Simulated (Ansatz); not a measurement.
**CH₃FOSe: one species, many methods**

An exercise on one series of results from a longer session: the logs are not shown, and one member is left open.

Program: Ansatz 0.2.0, Gaussian basis. Level of theory: functionals in def2-TZVPP, the program's frozen cores in correlated methods. These are calculated values, not measurements.

Levels to be run: LDA (SPW92), PBE-D4, revPBE-D4, BLYP-D4, r2SCAN-D4, B97M-V, PBE0-D4, B3LYP-D4, r2SCANh-D4, r2SCAN0-D4, HSE06-D4, BHLYP-D4, CAM-B3LYP-D4, LC-ωPBE, ωB97X-V, ωB97M-V, B2PLYP, PBE-QIDH; CCSD(T)/def2-SVP; CCSD(T)/def2-TZVPP; MP2/def2-QZVPP; extrapolation to the limit; RPA on PBE.

### The geometry

All runs share one geometry, relaxed beforehand with PBE0-D4 in a triple-zeta def2 set.

SMILES `OC(F)[SeH]`, 7 atoms, charge 0, spin multiplicity 1.

Atoms are counted from 1 here; the program's logs count them from 0.

Bond lengths: O1–C2 1.357 Å, O1–H5 0.965 Å, C2–F3 1.369 Å, C2–Se4 1.981 Å, C2–H6 1.089 Å, Se4–H7 1.467 Å. Angles: C2–O1–H5 108.9°, O1–C2–F3 111.5°, O1–C2–Se4 110.2°, O1–C2–H6 108.1°, F3–C2–Se4 108.5°, F3–C2–H6 108.0°, Se4–C2–H6 110.4°, C2–Se4–H7 94.0°.

Set-up of the first run:

in.yaml reads:

```yaml
crystal:
  periodic: [false, false, false]
  atoms:
    - {symbol: O, position_ang: [-0.154530, -0.620521, 1.346836]}
    - {symbol: C, position_ang: [-0.059159, 0.276156, 0.332286]}
    - {symbol: F, position_ang: [-1.285500, 0.553974, -0.209320]}
    - {symbol: Se, position_ang: [1.116050, -0.429237, -1.098018]}
    - {symbol: H, position_ang: [-0.433950, -1.471585, 0.987128]}
    - {symbol: H, position_ang: [0.348410, 1.201991, 0.735310]}
    - {symbol: H, position_ang: [0.529878, 0.421224, -2.139922]}
basis:
  gaussian: {orbitals: def2-TZVPP}
hamiltonian: {xc: lda}
output: {orbitals: {seedname: orbitals}}
```

On the command line:

```
$ ansatz run in.yaml --threads 2 --pin off --events-out ev --progress --plain --max-ram 4352MiB
```

Steps of the session up to this table: LDA; PBE-D4 (GGA); revPBE-D4 (GGA); BLYP-D4 (GGA); r2SCAN-D4 (meta-GGA); B97M-V (meta-GGA); PBE0-D4 (hybrid); B3LYP-D4 (hybrid); r2SCANh-D4 (hybrid); r2SCAN0-D4 (hybrid); HSE06-D4 (hybrid); BHLYP-D4 (hybrid); CAM-B3LYP-D4 (range-separated); LC-ωPBE (range-separated); ωB97X-V (range-separated); ωB97M-V (range-separated); B2PLYP (double hybrid); PBE-QIDH (double hybrid).

One table of the session follows, with a row left open; its other results are not shown here.

It belongs to the step «Frontier levels by functional». 

| functional | HOMO (eV) | gap (eV) |
| --- | --- | --- |
| LDA (SPW92) | -6.14 | 4.59 |
| PBE-D4 | -5.97 | 4.63 |
| revPBE-D4 | -5.90 | 4.66 |
| BLYP-D4 | -5.82 | 4.54 |
| r2SCAN-D4 | -6.25 | 5.16 |
| B97M-V | ? | ? |
| PBE0-D4 | -7.18 | 6.75 |
| B3LYP-D4 | -6.95 | 6.23 |
| r2SCANh-D4 | -6.69 | 5.93 |
| r2SCAN0-D4 | -7.36 | 7.08 |
| HSE06-D4 | -6.78 | 5.97 |
| BHLYP-D4 | -8.25 | 8.72 |
| CAM-B3LYP-D4 | -8.53 | 9.12 |
| LC-ωPBE | -9.91 | 11.76 |
| ωB97X-V | -9.54 | 11.24 |
| ωB97M-V | -9.40 | 10.90 |

Estimate the missing values for B97M-V.

**Answer.** HOMO (eV): -6.33; gap (eV): 5.22. In the column «HOMO (eV)» it lies between r2SCANh-D4 (-6.69) and r2SCAN-D4 (-6.25).
